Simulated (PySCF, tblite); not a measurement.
# C3H11NSSi: geometry, infrared bands and NMR shifts

Wanted: the infrared bands and NMR shifts of C3H11NSSi (`CCN(C)[SiH2]S`), by calculation.

Computed with tblite 0.8.0 and PySCF 2.14.0, with density-fitted response routines of our own, on a single molecule in the gas phase. Atoms count from 0, in the outputs and in this text.

## 1. Starting geometry

17 atoms, charge 0, multiplicity 1; geometry from: force field or distance geometry start.

Bonds of the start (Å): C0–C1 1.54, C1–N2 1.46, N2–C3 1.46, N2–Si4 1.72, Si4–S5 2.14, C0–H6 1.10, C0–H7 1.09, C0–H8 1.10, C1–H9 1.11, C1–H10 1.09, C3–H11 1.10, C3–H12 1.09, C3–H13 1.11, Si4–H14 1.49, Si4–H15 1.48, S5–H16 1.34.

## 2. Optimising the geometry with GFN2-xTB

The job: settings as JSON, then the geometry in Å.

```
{"job": {"kind": "relax", "xc": "GFN2-xTB", "basis": "xTB"}, "charge": 0, "multiplicity": 1}
C      2.029900    -0.126700     0.122400
C      0.713100    -0.901000    -0.038300
N     -0.498000    -0.104100     0.148000
C     -0.656400     0.308100     1.540200
Si    -1.165600     0.863800    -1.111300
S     -1.844600    -0.464700    -2.642600
H      2.090600     0.695000    -0.606800
H      2.880200    -0.785300    -0.040900
H      2.131500     0.293700     1.129100
H      0.712000    -1.736300     0.695300
H      0.713700    -1.395800    -1.013400
H     -1.693700     0.589000     1.771400
H     -0.011900     1.148800     1.810400
H     -0.421900    -0.526700     2.229100
H     -2.322100     1.624000    -0.572500
H     -0.114800     1.773500    -1.615400
H     -2.548800    -1.243000    -1.814600
```

Launch:

```bash
$ OMP_NUM_THREADS=1 python probes_run.py task.json out
```

One launch serves the whole session: the jobs run in the order shown.

Log:

```text
step      E/eV     max force
  0    -543.61580    0.856
  1    -543.65462    0.613
  2    -543.68525    0.455
  3    -543.70187    0.397
  4    -543.71898    0.351
  5    -543.72757    0.299
  6    -543.73308    0.194
  7    -543.73674    0.212
  8    -543.74200    0.259
  9    -543.74757    0.247
 10    -543.75204    0.192
 11    -543.75472    0.131
 12    -543.75640    0.112
 13    -543.75782    0.108
 14    -543.75919    0.112
 15    -543.76014    0.083
 16    -543.76071    0.057
 17    -543.76118    0.063
 18    -543.76175    0.082
 19    -543.76249    0.082
 20    -543.76331    0.081
 21    -543.76418    0.086
 22    -543.76520    0.088
 23    -543.76650    0.126
 24    -543.76796    0.133
 25    -543.76928    0.105
 26    -543.77035    0.086
 27    -543.77135    0.082
 28    -543.77269    0.110
 29    -543.77446    0.117
 30    -543.77623    0.101
 31    -543.77766    0.108
 32    -543.77904    0.101
 33    -543.78042    0.101
 34    -543.78159    0.101
 35    -543.78249    0.068
 36    -543.78324    0.056
 37    -543.78405    0.077
 38    -543.78510    0.098
 39    -543.78627    0.077
 40    -543.78721    0.068
 41    -543.78793    0.065
 42    -543.78875    0.109
 43    -543.78958    0.127
 44    -543.79049    0.106
 45    -543.79124    0.060
 46    -543.79191    0.049
 47    -543.79244    0.083
 48    -543.79315    0.082
 49    -543.79363    0.043
 50    -543.79400    0.038
 51    -543.79433    0.048
 52    -543.79471    0.055
 53    -543.79506    0.048
 54    -543.79534    0.037
 55    -543.79560    0.042
 56    -543.79588    0.053
 57    -543.79616    0.040
 58    -543.79640    0.039
 59    -543.79661    0.037
 60    -543.79683    0.053
 61    -543.79711    0.063
 62    -543.79742    0.051
 63    -543.79768    0.043
 64    -543.79788    0.038
 65    -543.79809    0.040
 66    -543.79838    0.051
 67    -543.79873    0.055
 68    -543.79911    0.050
 69    -543.79944    0.046
 70    -543.79971    0.040
 71    -543.79996    0.047
 72    -543.80025    0.036
 73    -543.80065    0.043
 74    -543.80089    0.046
 75    -543.80108    0.047
 76    -543.80127    0.040
 77    -543.80155    0.048
 78    -543.80192    0.060
 79    -543.80233    0.047
 80    -543.80268    0.041
 81    -543.80296    0.040
 82    -543.80320    0.039
 83    -543.80336    0.030
 84    -543.80345    0.028
 85    -543.80352    0.026
 86    -543.80359    0.022
 87    -543.80365    0.020
 88    -543.80369    0.013
 89    -543.80372    0.014
 90    -543.80375    0.014
 91    -543.80379    0.016
 92    -543.80383    0.015
 93    -543.80388    0.015
 94    -543.80392    0.012
 95    -543.80395    0.012
 96    -543.80397    0.012
 97    -543.80399    0.009
```

Run time: 2 s. Hardware: 1 thread of Intel Xeon at 2.50GHz, shared host; peak memory 0.18 GiB.

Relaxation path: (not every step is listed)

| step | energy from step 0 (eV) | largest force (eV/Å) |
| --- | --- | --- |
| 0 | 0.0000 | 0.8565 |
| 1 | -0.0388 | 0.6128 |
| 2 | -0.0694 | 0.4547 |
| 3 | -0.0861 | 0.3966 |
| 4 | -0.1032 | 0.3507 |
| 5 | -0.1118 | 0.2994 |
| 6 | -0.1173 | 0.1938 |
| 7 | -0.1209 | 0.2125 |
| 8 | -0.1262 | 0.2588 |
| 16 | -0.1449 | 0.0573 |
| 24 | -0.1522 | 0.1335 |
| 32 | -0.1632 | 0.1007 |
| 40 | -0.1714 | 0.0680 |
| 48 | -0.1773 | 0.0816 |
| 56 | -0.1801 | 0.0535 |
| 64 | -0.1821 | 0.0380 |
| 72 | -0.1844 | 0.0355 |
| 80 | -0.1869 | 0.0406 |
| 88 | -0.1879 | 0.0127 |
| 92 | -0.1880 | 0.0149 |
| 93 | -0.1881 | 0.0150 |
| 94 | -0.1881 | 0.0116 |
| 95 | -0.1881 | 0.0124 |
| 96 | -0.1882 | 0.0121 |
| 97 | -0.1882 | 0.0095 |

Close pairs (by a distance rule), those that changed most:

| bond | before (Å) | after (Å) | change (Å) |
| --- | --- | --- | --- |
| Si4–H14 | 1.485 | 1.459 | -0.027 |
| N2–C3 | 1.461 | 1.443 | -0.017 |
| C3–H13 | 1.107 | 1.092 | -0.016 |
| Si4–H15 | 1.478 | 1.463 | -0.016 |
| C1–H9 | 1.112 | 1.097 | -0.015 |
| S5–H16 | 1.337 | 1.323 | -0.013 |
| C1–N2 | 1.462 | 1.449 | -0.013 |
| C0–H6 | 1.100 | 1.088 | -0.013 |

The next job starts from the end point, and lists it.

## 3. Vibrational analysis with GFN2-xTB

The job: settings as JSON, then the geometry in Å.

```
{"job": {"kind": "ir", "xc": "GFN2-xTB", "basis": "xTB"}, "charge": 0, "multiplicity": 1}
C      1.980419    -0.249258     0.041048
C      0.615501    -0.934283     0.030707
N     -0.495002    -0.035448     0.271551
C     -0.571903     0.453159     1.627528
Si    -1.234821     0.876486    -0.976806
S     -1.337393    -0.350277    -2.738589
H      1.994794     0.554988    -0.691184
H      2.754064    -0.968176    -0.215042
H      2.205886     0.165104     1.020845
H      0.591127    -1.721856     0.793348
H      0.462524    -1.401201    -0.944790
H     -1.531097     0.940710     1.781767
H      0.215795     1.177322     1.855841
H     -0.485516    -0.383428     2.323612
H     -2.594884     1.156058    -0.530049
H     -0.561629     2.077577    -1.470831
H     -2.014863    -1.345447    -2.188866
```

Log:

```text
mode    cm-1     km/mol
  1      51.3      1.53
  2      74.7      0.57
  3     132.1      0.58
  4     150.2     31.64
  5     158.8      7.16
  6     183.7      2.79
  7     242.4      2.49
  8     291.0      3.19
  9     388.9      1.12
 10     436.5      6.23
 11     495.0    103.84
 12     522.9     41.04
 13     596.5     15.71
 14     684.0     75.90
 15     689.5      4.13
 16     771.4    336.64
 17     788.9    225.43
 18     826.2      3.80
 19     969.7     21.37
 20    1058.8     78.23
 21    1077.5     13.83
 22    1086.2      2.81
 23    1106.0      3.72
 24    1203.8     57.81
 25    1236.9     47.56
 26    1322.0     35.49
 27    1340.9     16.94
 28    1402.3      8.90
 29    1423.6      0.52
 30    1473.7      2.72
 31    1486.8      5.21
 32    1491.4      2.20
 33    1500.6      3.78
 34    1509.3      2.64
 35    2249.0    289.70
 36    2296.1    189.58
 37    2475.8    114.53
 38    2914.6     56.31
 39    2927.0     50.08
 40    2971.4     16.06
 41    2976.6     51.74
 42    3033.4     29.46
 43    3035.1     43.59
 44    3037.9     33.22
 45    3045.4     26.11
```

It took 1.7 s on 1 thread of Intel Xeon at 2.50GHz, shared host; peak memory 0.18 GiB.

Which atoms move in the most intense modes:

| cm⁻¹ | km/mol | atoms |
| --- | --- | --- |
| 495 | 103.8 | H15 30 %, H14 27 %, Si4 18 %, S5 12 % |
| 684 | 75.9 | H14 37 %, H16 35 % |
| 771 | 336.6 | H15 40 %, H16 18 %, H14 17 %, Si4 15 % |
| 789 | 225.4 | H14 50 %, H15 39 % |
| 1059 | 78.2 | H11 24 %, C1 20 %, C3 14 % |
| 2249 | 289.7 | H15 87 % |
| 2296 | 189.6 | H14 88 % |
| 2476 | 114.5 | H16 97 % |

## 4. Nuclear shieldings: PBE0/pcSseg-1

Settings changed since step 3:

```diff
@@ -1,2 +1,2 @@
-{"job": {"kind": "ir", "xc": "GFN2-xTB", "basis": "xTB"}, "charge": 0, "multiplicity": 1}
+{"job": {"kind": "nmr", "xc": "PBE0", "basis": "pcSseg-1"}, "charge": 0, "multiplicity": 1}
 C      1.980419    -0.249258     0.041048
```

With the program's defaults for keys left out, this is: GIAO PBE0/pcSseg-1 NMR shielding, non-relativistic, gas phase.

Log:

```text
coarse grid: 14392 points
cycle   1  E = -862.8062334348  dE =  4.514e-01  |g| = 4.061e-01  |ddm| = 3.547e+00
cycle   2  E = -862.7946417111  dE =  1.159e-02  |g| = 4.811e-01  |ddm| = 9.619e-01
cycle   3  E = -862.8492603379  dE = -5.462e-02  |g| = 7.495e-02  |ddm| = 5.592e-01
cycle   4  E = -862.8502868696  dE = -1.027e-03  |g| = 3.080e-02  |ddm| = 9.846e-02
cycle   5  E = -862.8504899728  dE = -2.031e-04  |g| = 4.871e-03  |ddm| = 3.269e-02
cycle   6  E = -862.8504949318  dE = -4.959e-06  |g| = 1.572e-03  |ddm| = 6.213e-03
final grid: 127384 points
cycle   7  E = -862.8859919977  dE = -3.252e-05  |g| = 9.198e-03  |ddm| = 2.800e-02
cycle   8  E = -862.8859819723  dE =  1.003e-05  |g| = 1.108e-02  |ddm| = 1.964e-02
cycle   9  E = -862.8860129712  dE = -3.100e-05  |g| = 1.200e-03  |ddm| = 1.156e-02
cycle  10  E = -862.8860132600  dE = -2.888e-07  |g| = 2.459e-04  |ddm| = 1.282e-03
cycle  11  E = -862.8860132717  dE = -1.173e-08  |g| = 4.179e-05  |ddm| = 2.047e-04
cycle  12  E = -862.8860132721  dE = -3.320e-10  |g| = 1.494e-05  |ddm| = 5.381e-05
converged SCF energy = -862.8860132721

GIAO shielding tensors (ppm)
atom      isotropic    diamagn.    paramagn.     s11        s22        s33       span
  0 C      173.569     249.317     -75.748    155.453    178.016    187.239     31.786
  1 C      139.824     245.225    -105.401    114.910    135.241    169.321     54.411
  2 N      231.409     329.163     -97.754    208.427    233.344    252.457     44.031
  3 C      150.136     245.179     -95.043    125.249    137.922    187.236     61.987
  4 Si     378.481     881.087    -502.606    313.741    373.772    447.930    134.189
  5 S      736.551    1058.544    -321.993    624.680    692.393    892.581    267.901
  6 H       30.989      31.216      -0.227     26.475     30.503     35.988      9.513
  7 H       30.927      29.391       1.537     26.806     27.574     38.403     11.597
  8 H       30.197      30.766      -0.570     25.261     29.721     35.609     10.348
  9 H       29.317      31.614      -2.297     24.164     28.646     35.141     10.977
 10 H       27.719      32.374      -4.655     21.589     29.459     32.108     10.519
 11 H       28.931      30.172      -1.241     24.307     27.246     35.241     10.934
 12 H       28.830      30.441      -1.611     23.848     26.921     35.719     11.871
 13 H       29.347      30.021      -0.674     25.076     26.481     36.484     11.409
 14 H       26.554      30.156      -3.603     22.169     25.428     32.063      9.894
 15 H       26.513      29.692      -3.178     22.300     24.687     32.554     10.254
 16 H       31.497      31.871      -0.373     23.842     28.024     42.626     18.784
```

Wall time 60 s (1 thread of Intel Xeon at 2.50GHz, shared host); peak memory 0.79 GiB.

The references, computed at this level on geometries of the same kind, shield at (ppm): ¹H TMS 31.72, ¹³C TMS 186.9, ²⁹Si TMS 349.2, ¹⁵N NH3 267.7, ³³S CS2 504. Their shielding less the atom's gives the shift. The references are single molecules in the gas phase, so shifts against H2O, NH3, PH3, H3PO4 or CFCl3 are not on the usual liquid scales and can be off by tens of ppm. Atoms listed in one row are averaged.

| atoms | environment | σ (ppm) | δ (ppm) | δ scaled to CDCl3 |
| --- | --- | --- | --- | --- |
| C1 | sp3 CH2 bonded to N | 139.8 | 47.1 | 44.1 |
| C3 | methyl carbon bonded to N | 150.1 | 36.8 | 34.0 |
| C0 | methyl carbon | 173.6 | 13.4 | 11.1 |
| H14, H15 | hydrogen on a silicon bonded to N, S | 26.53 | 5.18 | – |
| H9, H10 | hydrogen on an sp3 CH2 bonded to N | 28.52 | 3.20 | 3.12 |
| H11, H12, H13 | hydrogen on a methyl carbon bonded to N | 29.04 | 2.68 | 2.63 |
| H6, H7, H8 | hydrogen on a methyl carbon | 30.70 | 1.01 | 1.06 |
| H16 | hydrogen on a sulfur bonded to Si | 31.50 | 0.22 | – |
| N2 | nitrogen bonded to 2 C, Si | 231.4 | 36.3 | – |
| Si4 | silicon bonded to N, S, 2 H | 378.5 | -29.3 | – |
| S5 | sulfur bonded to Si, H | 737 | -233 | – |

The scaled column applies a straight-line fit of computed shieldings to shifts measured in CDCl3, with any fitted terms for Cl, Br or S neighbours (root-mean-square error 0.16 ppm for H, 1.9 ppm for C).

Charges from the same density, by scheme (e):

| atoms | Mulliken | IAO | Hirshfeld | ESP fit |
| --- | --- | --- | --- | --- |
| C0 | -0.29 | -0.43 | -0.12 | -0.26 |
| C1 | -0.05 | -0.14 | -0.03 | 0.37 |
| N2 | -0.77 | -0.52 | -0.18 | -0.36 |
| C3 | -0.07 | -0.30 | -0.07 | -0.48 |
| Si4 | 0.69 | 0.81 | 0.34 | 0.44 |
| S5 | -0.41 | -0.33 | -0.14 | -0.39 |

Mayer bond orders: C0–C1 1.04, C1–N2 0.95, N2–C3 0.95, N2–Si4 1.00, Si4–S5 0.99.

## 5. Outcome

```
                                                              quantity                             value
                             strongest single infrared mode (GFN2-xTB)              771 cm⁻¹, 337 km/mol
                                          zero-point energy (GFN2-xTB)                     84.5 kcal/mol
                                ¹³C shifts against TMS (PBE0/pcSseg-1)              47.1, 36.8, 13.4 ppm
¹H shifts against TMS (PBE0/pcSseg-1, means over atoms taken as alike)  5.18, 3.20, 2.68, 1.01, 0.22 ppm
                                ¹⁵N shifts against NH3 (PBE0/pcSseg-1)                          36.3 ppm
                               ²⁹Si shifts against TMS (PBE0/pcSseg-1)                         -29.3 ppm
                                ³³S shifts against CS2 (PBE0/pcSseg-1)                          -233 ppm
```

In words: The optimisation took 97 steps and gained 0.188 eV; among the close pairs (by a distance rule), Si4–H14 changed most, from 1.485 to 1.459 Å. No mode is imaginary among the 45: a minimum at this level. The strongest single mode, at 771 cm⁻¹, has its largest shares on H15, H16, H14 and Si4 (the list is cut at 4 atoms). GFN2-xTB is a fitted tight-binding method: band positions and strengths are rough. Its intensities can rank the bands wrongly. At PBE0/pcSseg-1: Shielding is most anisotropic at S5 (span 268 ppm, paramagnetic term -322 ppm).
